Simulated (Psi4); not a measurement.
# PBE0/def2-SVP run of C2H3BFN (SMILES FB1C=NC1)

Aim: the vertical singlet–triplet gap of C2H3BFN at PBE0/def2-SVP, from 2 runs. 

The calculation is run with Psi4 1.11.

2 further runs of the same task are left out: 2 set aside as unsound or not needed. Runs told in other sessions of the task aren't counted.

## 1. The system as given

C2H3BFN: 8 atoms, total charge 0, spin state singlet. SMILES: `FB1C=NC1`. The coordinates come from a PBE0-D4/def2-TZVP relaxation.

Bond lengths: F1–B2 1.312 Å, B2–C3 1.553 Å, C3–N4 1.291 Å, B2–C5 1.580 Å, N4–C5 1.510 Å, C3–H6 1.087 Å, C5–H7 1.093 Å, C5–H8 1.090 Å. Some angles: F1–B2–C3 135.6°, F1–B2–C5 135.3°, C3–B2–C5 86.1°, B2–C3–N4 90.7°, C3–N4–C5 99.2°, B2–C5–N4 82.2°, B2–C3–H6 145.8°, N4–C3–H6 122.6°, B2–C5–H7 120.5°, B2–C5–H8 118.9°.

## 2. Energy and gradient at PBE0/def2-SVP

Input file input.dat:

```
memory 2200 MB

molecule {
  0 1
  F      0.40288961    -1.90352113     3.62525060
  B     -0.04554240    -0.57598852     1.58018899
  C      0.60282263     2.13255593     0.65346729
  N      0.57428777     1.37685445    -1.66522666
  C     -0.57013037    -1.21055856    -1.28936013
  H      1.24060520     4.00792014     1.19789739
  H      0.48584859    -2.70741062    -2.24159313
  H     -2.51635931    -1.22775506    -1.96588209
  units bohr
  symmetry c1
  no_reorient
  no_com
}

set basis def2-SVP
set puream true
set e_convergence 1e-09
set d_convergence 1e-08
set scf_type pk
set dft_radial_points 99
set dft_spherical_points 590

gradient("pbe0")
print_variables()
```

Run with:

```sh
$ psi4 -i input.dat -o output.dat -n 1
```

output.dat (excerpt; [...] marks lines left out):

```text
[...]
  Running in c1 symmetry.
[...]
  Nuclear repulsion =  145.302480544955358
[...]
  Multiplicity = 1
[...]
  Nalpha       = 18
  Nbeta        = 18
[...]
    Number of basis functions: 85
[...]
   @RKS iter   1:  -256.78404861031885   -2.53426e-01   7.09030e-03 DIIS/ADIIS
[...]
   @RKS iter  12:  -256.97674861247776   -3.58114e-12   6.53301e-09 DIIS
[...]
    Orbital Energies [Eh]
    ---------------------
    Doubly Occupied:
       1A    -24.797710     2A    -14.421334     3A    -10.269146
       4A    -10.250641     5A     -6.861261     6A     -1.242345
       7A     -0.980292     8A     -0.707431     9A     -0.601721
      10A     -0.559213    11A     -0.530644    12A     -0.498155
      13A     -0.495896    14A     -0.458440    15A     -0.430801
      16A     -0.337665    17A     -0.332635    18A     -0.275100
[...]
  @RKS Final Energy:  -256.97674861247776
   => Energetics <=
    Nuclear Repulsion Energy =            145.3024805449553583
    One-Electron Energy =                -638.5348066454748732
    Two-Electron Energy =                 261.3597352818272839
    DFT Exchange-Correlation Energy =     -25.1041577937855180
    Empirical Dispersion Energy =           0.0000000000000000
    VV10 Nonlocal Energy =                  0.0000000000000000
    Total Energy =                       -256.9767486124777633
[...]
 Multipole Moments:
 ------------------------------------------------------------------------------------
     Multipole            Electronic (a.u.)      Nuclear  (a.u.)        Total (a.u.)
 ------------------------------------------------------------------------------------
 L = 1.  Multiply by 2.5417464519 to convert [e a0] to [Debye]
 Dipole X            :         -7.0543544            6.8245569           -0.2297975
 Dipole Y            :          4.7318051           -4.7689129           -0.0371079
 Dipole Z            :        -21.8717555           22.0466789            0.1749234
 Magnitude           :                                                    0.2911736
[...]
  -Total Gradient:
     Atom            X                  Y                   Z
    ------   -----------------  -----------------  -----------------
       1       -0.000457663736     0.001395562158    -0.001629539744
       2        0.000409023194    -0.000167859397    -0.000891776934
       3        0.001882726383     0.002776418788    -0.001533839353
       4        0.000694633783     0.003743713986     0.003793397464
       5       -0.003562168242    -0.006341886753    -0.002592115383
       6       -0.002192094628    -0.006505870456    -0.002190227110
       7       -0.002766307102     0.004721867979     0.002915498893
       8        0.005994120334     0.000381638370     0.002138990896
[...]
```

Wall time 32 s (1 thread of Intel Xeon Platinum 8259CL at 2.50GHz (Skylake/Cascade Lake), shared host); peak memory 1.2 GiB.

## 3. The triplet, same level

Input file c2h3bfn.py:

```python
import psi4

psi4.set_memory(2200000000)
psi4.set_num_threads(1)
psi4.core.set_output_file('c2h3bfn.out', False)

geom = psi4.geometry("""
0 3
F      0.40288961    -1.90352113     3.62525060
B     -0.04554240    -0.57598852     1.58018899
C      0.60282263     2.13255593     0.65346729
N      0.57428777     1.37685445    -1.66522666
C     -0.57013037    -1.21055856    -1.28936013
H      1.24060520     4.00792014     1.19789739
H      0.48584859    -2.70741062    -2.24159313
H     -2.51635931    -1.22775506    -1.96588209
units au
symmetry c1
""")

options = {'reference': 'uks', 'puream': True, 'e_convergence': 1e-09, 'd_convergence': 1e-08, 'scf_type': 'pk', 'dft_radial_points': 99, 'dft_spherical_points': 590, 'maxiter': 100}
psi4.set_options(options)

e_tot, wfn = psi4.gradient("pbe0/def2-SVP", return_wfn=True)
psi4.oeprop(wfn, "MULLIKEN_CHARGES", "WIBERG_LOWDIN_INDICES", "DIPOLE")
print('gradient / Eh bohr^-1')
print(e_tot.np.round(6))
print(f'energy = {wfn.energy():.10f} Eh')
for k, v in sorted(psi4.core.scalar_variables().items()):
    print(f'{k:45s} {v:18.10f}')
```

Run with:

```sh
$ python c2h3bfn.py
```

c2h3bfn.out (excerpt; [...] marks lines left out):

```text
[...]
  Running in c1 symmetry.
[...]
  Nuclear repulsion =  145.302480544955358
[...]
  Multiplicity = 3
[...]
  Nalpha       = 19
  Nbeta        = 17
[...]
    Number of basis functions: 85
[...]
   @UKS iter   1:  -256.67294854242101   -1.42326e-01   7.27104e-03 ADIIS/DIIS
[...]
   @UKS iter  17:  -256.87107190245644   -2.78533e-12   7.12516e-09 DIIS
[...]
   @S^2 Observed:                2.006578725E+00
[...]
  @UKS Final Energy:  -256.87107190245644
   => Energetics <=
    Nuclear Repulsion Energy =            145.3024805449553583
    One-Electron Energy =                -638.4413845279884754
    Two-Electron Energy =                 261.3736759719667475
    DFT Exchange-Correlation Energy =     -25.1058438913900659
    Empirical Dispersion Energy =           0.0000000000000000
    VV10 Nonlocal Energy =                  0.0000000000000000
    Total Energy =                       -256.8710719024564355
  UHF NO Occupations:
  HONO-2 :   17  A 1.9983970
  HONO-1 :   18  A 1.0000000
[...]
  -Total Gradient:
     Atom            X                  Y                   Z
    ------   -----------------  -----------------  -----------------
       1        0.007194888051     0.007560032900    -0.015494339320
       2       -0.012289470003    -0.031074828315     0.020921920413
       3       -0.024560439327    -0.031095852128    -0.056486984075
       4        0.028627682664     0.047298486880     0.027102875634
       5       -0.005803205278     0.007244142564     0.030279376593
       6        0.002900158285    -0.004862286774    -0.009117208658
       7       -0.003860683101     0.003218827699     0.002842467647
       8        0.007793082414     0.001715206108    -0.000037750225
[...]
 Multipole Moments:
 ------------------------------------------------------------------------------------
     Multipole            Electronic (a.u.)      Nuclear  (a.u.)        Total (a.u.)
 ------------------------------------------------------------------------------------
 L = 1.  Multiply by 2.5417464519 to convert [e a0] to [Debye]
 Dipole X            :          0.4723764           -0.6714293           -0.1990529
 Dipole Y            :         -1.2641812            1.3570595            0.0928783
 Dipole Z            :          3.9465468           -4.4530754           -0.5065286
 Magnitude           :                                                    0.5521048
[...]
```

Standard output:

```text
gradient / Eh bohr^-1
[[ 7.1950e-03  7.5600e-03 -1.5494e-02]
 [-1.2289e-02 -3.1075e-02  2.0922e-02]
 [-2.4560e-02 -3.1096e-02 -5.6487e-02]
 [ 2.8628e-02  4.7298e-02  2.7103e-02]
 [-5.8030e-03  7.2440e-03  3.0279e-02]
 [ 2.9000e-03 -4.8620e-03 -9.1170e-03]
 [-3.8610e-03  3.2190e-03  2.8420e-03]
 [ 7.7930e-03  1.7150e-03 -3.8000e-05]]
energy = -256.8710719025 Eh
CURRENT ENERGY                                   -256.8710719025
CURRENT REFERENCE ENERGY                         -256.8710719025
DD SOLVATION ENERGY                                 0.0000000000
DFT FUNCTIONAL TOTAL ENERGY                      -256.8710719025
DFT TOTAL ENERGY                                 -256.8710719025
DFT VV10 ENERGY                                     0.0000000000
DFT XC ENERGY                                     -25.1058438914
GRID ELECTRONS ALPHA                               19.0000003929
GRID ELECTRONS BETA                                17.0000002322
GRID ELECTRONS TOTAL                               36.0000006250
NUCLEAR REPULSION ENERGY                          145.3024805450
ONE-ELECTRON ENERGY                              -638.4413845280
PCM POLARIZATION ENERGY                             0.0000000000
PE ENERGY                                           0.0000000000
SCF ITERATION ENERGY                             -256.8710719025
SCF ITERATIONS                                     17.0000000000
SCF TOTAL ENERGY                                 -256.8710719025
TWO-ELECTRON ENERGY                               261.3736759720
XC GRID RADIAL POINTS                              99.0000000000
XC GRID SPHERICAL POINTS                          590.0000000000
XC GRID TOTAL POINTS                           442772.0000000000
```

It took 54 s on 1 thread of Intel Xeon Platinum 8259CL at 2.50GHz (Skylake/Cascade Lake), shared host; peak memory 1.2 GiB.

## 4. Outcome

At PBE0/def2-SVP:

```
                                        quantity          value
                           singlet: total energy  -256.97675 Eh
                          singlet: dipole moment         0.74 D
                            singlet: HOMO energy       -7.49 eV
                            singlet: LUMO energy       -1.66 eV
                          singlet: HOMO–LUMO gap        5.82 eV
               singlet: largest force on an atom     0.397 eV/Å
                           triplet: total energy  -256.87107 Eh
                          triplet: dipole moment         1.40 D
     triplet: HOMO energy (highest over α and β)       -4.54 eV
      triplet: LUMO energy (lowest over α and β)       -4.48 eV
                                   triplet: ⟨S²⟩          2.007
               triplet: largest force on an atom     3.548 eV/Å
vertical energy of the triplet above the singlet       2.876 eV
```

What this shows: At this shape the triplet lies 2.88 eV (66 kcal/mol) above the singlet. The largest force (singlet) is 0.40 eV/Å: the shape isn't a stationary point for this species at this level.
